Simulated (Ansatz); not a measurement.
The system is TaTe.

```
CELL_PARAMETERS angstrom
3.42009 0.00000 0.00000
0.00000 3.42009 0.00000
0.00000 0.00000 3.42009
ATOMIC_POSITIONS crystal
Ta 0.50000 0.50000 0.50000
Te 0.00000 0.00000 0.00000
```

The cell was built by a generator and needn't be a form met in nature.

```yaml
Program: Ansatz 0.2.0
Task: relaxation of cell and atoms
Functional: PBE
Dispersion: D3(BJ)
Potentials_or_basis: Ansatz PAW
Cutoff: "420 eV (not typed: the program's choice for these potentials)"
k_mesh: 8 × 8 × 8
Occupations: fermi-dirac, width 0.05 eV
Spin: no spin polarisation
```

At the start: volume 20.00 Å³/atom.

Problem. Where does the relaxation end?

Solution. It ends after 4 steps and the volume is 19.27 Å³/atom (-3.6 %); space group Pm-3m (No. 221, to 0.05 Å).

The path:
```csv
step,energy change (eV),largest force (eV/Å),volume (Å³)
1,0.0000,0.0000,40.00
2,-0.0254,0.0000,38.75
3,-0.0260,0.0000,38.55
4,-0.0256,0.0000,38.55
```

Final structure:
```
Ta Te
1.0
     3.37809    0.00000    0.00000
     0.00000    3.37809    0.00000
     0.00000    0.00000    3.37809
Ta Te
1 1
Direct
  0.50000 0.50000 0.50000
  0.00000 0.00000 0.00000
```

Caveat: the plane-wave basis is chosen anew once the cell has moved, so the energies of steps on either side of that aren't comparable; pairwise dispersion overbinds metals, which lowers pressure and volume.
